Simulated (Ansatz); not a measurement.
# Si2Ni: how the settings move a relaxation

How sensitive is a relaxation of Si2Ni to its settings? A reference run comes first, then one run with altered input.

Program: Ansatz 0.2.0. Level of theory: reference: DFT, PBEsol, PAW with Ansatz's default frozen-core files, scalar-relativistic; relaxation of cell and atoms. These are calculated values, not measurements.

1 further run of the same task is left out (set aside as unsound or not needed).

**1. The system as given**

The structure is cubic, space group Fm-3m (No. 225). The conventional cell has a = 5.406 Å, b = 5.406 Å, c = 5.406 Å, α = 90.00°, β = 90.00°, γ = 90.00°. Si (site symmetry -43m) has 4 Ni at 2.34 Å as nearest neighbours. Ni (site symmetry m-3m) has 8 Si at 2.34 Å as nearest neighbours.

Coordinates:

```
Si Ni
1.0
     0.00000    2.70300    2.70300
     2.70300    0.00000    2.70300
     2.70300    2.70300    0.00000
Si Ni
2 1
Cartesian
  1.3515 1.3515 1.3515
  4.0545 4.0545 4.0545
  0.0000 0.0000 0.0000
```

**2. Baseline**

Input file input.yaml:

```yaml
crystal:
  lattice:
    - [0.0, 2.703, 2.703]
    - [2.703, 0.0, 2.703]
    - [2.703, 2.703, 0.0]
  atoms:
    - { symbol: Si, position: [0.25, 0.25, 0.25] }
    - { symbol: Si, position: [0.75, 0.75, 0.75] }
    - { symbol: Ni, position: [0.0, 0.0, 0.0] }
kpoints:
  mp_grid: { grid: [10, 10, 10] }
scf:
  occupations: { method: fermi_dirac, width: 0.1 }
hamiltonian:
  xc: pbesol
  pseudopotentials: { kind: paw }
relax:
  f_tol: 0.002
  max_steps: 80
  cell: {}
output:
  forces: true
  stress: true
```

Launch:

```console
> ansatz run input.yaml --threads 2 --pin off --max-ram 6144MiB --backend cpu --events-out ev --progress --plain --runs-dir out
```

**3. Variant: occupations.width 0.001, scf.algorithm direct_min**

Edit input.yaml of step 2 so:

```diff
@@ -12,3 +12,4 @@
 scf:
-  occupations: { method: fermi_dirac, width: 0.1 }
+  occupations: { method: fermi_dirac, width: 0.001 }
+  algorithm: direct_min
 hamiltonian:
```

Before running it: what results should come out? Wanted: for each run, ending; energy change; pressure; gap; force.

**Answer**, as computed:

| run | ending | energy change | pressure (GPa) | gap (eV) | force (eV/Å) | cycles | time |
| --- | --- | --- | --- | --- | --- | --- | --- |
| reference | converged | 0 | 0.0 | 0.00 | 0.00 | 24 | 4.6 s |
| 1: occupations.width 0.001, scf.algorithm direct_min | converged | +0.5 meV/atom (σ→0) | 0.0 | 0.00 | 0.00 | 19 | 6.6 s |

What this shows: Changing the smearing and solver moves the energy by +0.5 meV/atom (σ→0 values). Cost: 19 SCF cycles against 24, 6.6 s against 4.6 s. The reference leaves spin out although Ni can carry a moment, so its state need not be the lowest.

No run allows spin polarisation, though the cell holds Ni.
